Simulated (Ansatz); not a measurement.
# W: the cost of one run

Program: Ansatz 0.2.0. Level of theory: DFT PBEsol, scalar-relativistic, plane waves, PAW. These are calculated values, not measurements.

The COD cell was measured well above room temperature, so it is larger than a cold one.

1 further run of the same task is left out (set aside as unsound or not needed). Runs told in other sessions of the task aren't counted.

### 1 The system as given

It takes space group Im-3m (No. 229, cubic). The conventional cell has a = 3.195 Å, b = 3.195 Å, c = 3.195 Å, α = 90.00°, β = 90.00°, γ = 90.00°. Around W (site symmetry m-3m) lie 8 W at 2.77 Å.

As a file:

```cif
data_structure
_symmetry_space_group_name_H-M 'Im-3m'
_symmetry_Int_Tables_number 229
_cell_length_a 3.1946
_cell_length_b 3.1946
_cell_length_c 3.1946
_cell_angle_alpha 90.000
_cell_angle_beta 90.000
_cell_angle_gamma 90.000
_cell_volume 32.60
loop_
_atom_site_label
_atom_site_type_symbol
_atom_site_symmetry_multiplicity
_atom_site_Wyckoff_symbol
_atom_site_fract_x
_atom_site_fract_y
_atom_site_fract_z
_atom_site_occupancy
W1 W 2 a 0.00000 0.00000 0.00000 1
```

No relaxation comes first: the listed cell is the starting point.

### 2 Zero of energy

The cell is repeated 8 times, 8 atoms in all. Reference values: F = -82052.3939 eV; pressure -11.46 GPa; largest force 0.000 eV/Å; gap on the mesh none (metal). It was computed beforehand with the settings of the runs below.

### 3 Setting up a one-atom displacement scan

Atom 1 (W) is moved by x along the Cartesian unit vector (-0.577, -0.577, 0.577); the cell and all other atoms stay fixed. Forces below are components along that vector, summed over the moved atoms. In a periodic cell its images move with it.

### 4 At x = -0.200 Å

input.yaml reads:

```yaml
crystal:
  lattice:
    - [3.1946, 3.1946, -3.1946]
    - [-3.1946, -3.1946, -3.1946]
    - [-3.1946, 3.1946, 3.1946]
  atoms:
    - { symbol: W, position: [0.0361453872, 0.5, 0.0] }
    - { symbol: W, position: [0.5, 0.5, 0.0] }
    - { symbol: W, position: [0.0, 0.5, 0.5] }
    - { symbol: W, position: [0.5, 0.5, 0.5] }
    - { symbol: W, position: [0.0, 0.0, 0.0] }
    - { symbol: W, position: [0.5, 0.0, 0.0] }
    - { symbol: W, position: [0.0, 0.0, 0.5] }
    - { symbol: W, position: [0.5, 0.0, 0.5] }
basis:
  ecutwfc: 420
kpoints:
  mp_grid: { grid: [10, 10, 10] }
hamiltonian:
  xc: pbesol
scf:
  occupations: { method: gaussian, width: 0.15 }
output:
  forces: true
  stress: true
  eigenvalues: true
  write_density: true
  write_potential: true
  elf: true
  volumetric_format: npy
```

Run with:

```sh
ansatz run input.yaml --threads 2 --pin off --max-ram 5120MiB --backend cpu --events-out ev --progress --plain --runs-dir out
```

Q: Estimate wall time and peak memory on 2 threads of Arm Neoverse V1, shared host.

About 60 s, with a peak of 0.89 GiB.
